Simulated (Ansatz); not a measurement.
# TiC: the cost of one run

Method: DFT r2SCAN, scalar-relativistic, plane waves, PAW, in Ansatz 0.2.0.

2 further runs of the same task are left out: 2 set aside as unsound or not needed.

## 1. The structure to begin with

Symmetry: Fm-3m, No. 225, cubic system. Conventional cell: a = 4.328 Å, b = 4.328 Å, c = 4.328 Å, α = 90.00°, β = 90.00°, γ = 90.00°. Ti (site symmetry m-3m) has 6 C at 2.16 Å as nearest neighbours. C (site symmetry m-3m) has 6 Ti at 2.16 Å as nearest neighbours.

Structure file:

```
CELL_PARAMETERS angstrom
0.00000 2.16400 2.16400
2.16400 0.00000 2.16400
2.16400 2.16400 0.00000
ATOMIC_POSITIONS crystal
Ti 0.00000 0.00000 0.00000
C 0.50000 0.50000 0.50000
```

This cell was relaxed beforehand with the same method: volume 10.13 Å³/atom, gap on the mesh none (metal).

## 2. The slab

Miller indices refer to the conventional cell of the relaxed bulk, Fm-3m (No. 225): a = 4.328 Å, b = 4.328 Å, c = 4.328 Å, α = 90.00°, β = 90.00°, γ = 90.00°.

A (111) slab, 8.7 Å thick as cut, with 17 Å of vacuum; its outer planes are Ti (top) and C (bottom).

The slab as cut. Its planes from the bottom up:

```
plane  atoms per cell  height over the lowest (Å)
    1               C                        0.00
    2              Ti                        1.25
    3               C                        2.50
    4              Ti                        3.75
    5               C                        5.00
    6              Ti                        6.25
    7               C                        7.50
    8              Ti                        8.75
```

## 3. The clean surface, relaxed

input.yaml reads:

```yaml
crystal:
  lattice:
    - [3.060358149, 0.0, 0.0]
    - [-1.5301790745, 2.6503479017, 0.0]
    - [0.0, 0.0, 25.7457018777]
  atoms:
    - { symbol: C, position: [0.3333333333, 0.6666666667, 0.3301521955] }
    - { symbol: Ti, position: [0.6666666667, 0.3333333333, 0.3786801397] }
    - { symbol: C, position: [0.0, 0.0, 0.4272080838] }
    - { symbol: Ti, position: [0.3333333333, 0.6666666667, 0.4757360279] }
    - { symbol: C, position: [0.6666666667, 0.3333333333, 0.5242639721] }
    - { symbol: Ti, position: [0.0, 0.0, 0.5727919162] }
    - { symbol: C, position: [0.3333333333, 0.6666666667, 0.6213198603] }
    - { symbol: Ti, position: [0.6666666667, 0.3333333333, 0.6698478045] }
basis:
  ecutwfc: 500
kpoints:
  mp_grid: { grid: [12, 12, 1] }
hamiltonian:
  xc: r2scan
scf:
  occupations: { method: gaussian, width: 0.1 }
output:
  forces: true
  eigenvalues: true
  write_density: true
  write_potential: true
  elf: true
  volumetric_format: npy
relax:
  adjacent_minimum: "off"
  f_tol: 0.03
  max_steps: 70
  constraints: [{ sites: [0, 1, 2, 3] }]
efield:
  axis: 3
  dipole_correction: true
  ramp_width: 0.04
```

Command:

```console
> ansatz run input.yaml --threads 2 --pin off --max-ram 5120MiB --backend cpu --events-out ev --progress --plain --runs-dir out
```

What time and memory should one allow on 2 threads of Arm Neoverse V2, shared host?

About 82 s, with a peak of 0.97 GiB.
